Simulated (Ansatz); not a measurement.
# SiO2 (1T sheet): the cost of one run

Method: DFT PBEsol, scalar-relativistic, plane waves, PAW, in Ansatz 0.2.0.

2 further runs of the same task are left out: 2 set aside as unsound or not needed.

## Step 1: The system as given

Symmetry: P-3m1, No. 164, trigonal system. Conventional cell: a = 2.679 Å, b = 2.679 Å, c = 27.624 Å, α = 90.00°, β = 90.00°, γ = 120.00°. Around Si (site symmetry -3m) lie 6 O at 1.80 Å. O (site symmetry 3m) is surrounded by 3 Si at 1.80 Å.

As a file:

```cif
data_structure
_symmetry_space_group_name_H-M 'P-3m1'
_symmetry_Int_Tables_number 164
_cell_length_a 2.6785
_cell_length_b 2.6785
_cell_length_c 27.6241
_cell_angle_alpha 90.000
_cell_angle_beta 90.000
_cell_angle_gamma 120.000
_cell_volume 171.64
loop_
_atom_site_label
_atom_site_type_symbol
_atom_site_symmetry_multiplicity
_atom_site_Wyckoff_symbol
_atom_site_fract_x
_atom_site_fract_y
_atom_site_fract_z
_atom_site_occupancy
Si1 Si 1 a 0.00000 0.00000 0.00000 1
O1 O 2 d 0.33333 0.66667 0.03303 1
```

This sheet was relaxed beforehand with the same method; its gap on the mesh is 6.84 eV.

## Step 2: Next: the zigzag ribbon, N = 5, edge spins started opposed

The ribbon is cut from the relaxed sheet, periodic along c; N counts formula units a period. The edge energy is the mean of both edges over the sheet, -581.9774 eV an atom.

The cell holds 5 Si, 10 O: a = 19.800 Å, b = 11.100 Å, c = 2.679 Å, α = 90.00°, β = 90.00°, γ = 90.00°.

## Step 3: The relaxation run

Pressure and volume refer to the whole cell with its vacuum; only the period along c may change.

The input, input.yaml:

```yaml
crystal:
  lattice:
    - [19.8, 0.0, 0.0]
    - [0.0, 11.1, 0.0]
    - [0.0, 0.0, 2.6785336904]
  atoms:
    - { symbol: Si, position: [0.2656890686, 0.5, 0.0], spin: 1.0 }
    - { symbol: Si, position: [0.3828445343, 0.5, 0.5] }
    - { symbol: Si, position: [0.5, 0.5, 1.0] }
    - { symbol: Si, position: [0.6171554657, 0.5, 0.5] }
    - { symbol: Si, position: [0.7343109314, 0.5, 1.0], spin: -1.0 }
    - { symbol: O, position: [0.2266372467, 0.5822052867, 0.5], spin: 1.0 }
    - { symbol: O, position: [0.3437927124, 0.5822052867, 1.0] }
    - { symbol: O, position: [0.4609481781, 0.5822052867, 0.5] }
    - { symbol: O, position: [0.5781036438, 0.5822052867, 0.0] }
    - { symbol: O, position: [0.6952591095, 0.5822052867, 0.5] }
    - { symbol: O, position: [0.3047408905, 0.4177947133, 0.5] }
    - { symbol: O, position: [0.4218963562, 0.4177947133, 1.0] }
    - { symbol: O, position: [0.5390518219, 0.4177947133, 0.5] }
    - { symbol: O, position: [0.6562072876, 0.4177947133, 0.0] }
    - { symbol: O, position: [0.7733627533, 0.4177947133, 0.5], spin: -1.0 }
basis:
  ecutwfc: 420
kpoints:
  mp_grid: { grid: [1, 1, 20] }
hamiltonian:
  xc: pbesol
scf:
  occupations: { method: gaussian, width: 0.05 }
  lower_state_search: "off"
output:
  forces: true
  stress: true
  eigenvalues: true
  populations: true
  write_density: true
  write_potential: true
  elf: true
  volumetric_format: npy
magnetization:
  spin_polarized: true
relax:
  adjacent_minimum: "off"
  f_tol: 0.02
  max_steps: 45
  cell: { fix: [a, b, alpha, beta, gamma], stress_tol: 0.03 }
```

Run with:

```bash
ansatz run input.yaml --threads 4 --pin off --max-ram 11264MiB --backend cpu --events-out ev --progress --plain --runs-dir out
```

What time and memory should one allow on 4 threads of Intel Xeon Platinum 8375C at 2.90GHz (Ice Lake), shared host?

About 6.1 min, with a peak of 1.5 GiB.
